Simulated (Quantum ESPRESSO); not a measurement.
GaP:

```xyz
2
Lattice="0.0000 2.7252 2.7252 2.7252 0.0000 2.7252 2.7252 2.7252 0.0000" Properties=species:S:1:pos:R:3 pbc="T T T"
Ga    0.0000    0.0000    0.0000
P     1.3626    1.3626    1.3626
```

The cell was built by a generator and needn't be a form met in nature.

Base run:

* Program: Quantum ESPRESSO 7.5
* Functional: LDA
* Potentials or basis: PseudoDojo 0.4.1 SR LDA standard
* Cutoff: 1088 eV
* Density cutoff: 4354 eV
* k mesh: 8 × 8 × 8, shifted
* Occupations: fermi-dirac, width 0.02 eV
* Spin: no spin polarisation

Its results: pressure -2.9 GPa; electronic dielectric tensor (diagonal) 10.98.

Question: The run is repeated on the same cell with these changes: functional from LDA to PBE; potentials or basis from PseudoDojo 0.4.1 SR LDA standard to PseudoDojo 0.4.1 SR PBE standard. What comes out?

Answer: Pressure 2.6 GPa; electronic dielectric tensor (diagonal) 10.45.

Not every run made on this cell is shown here.
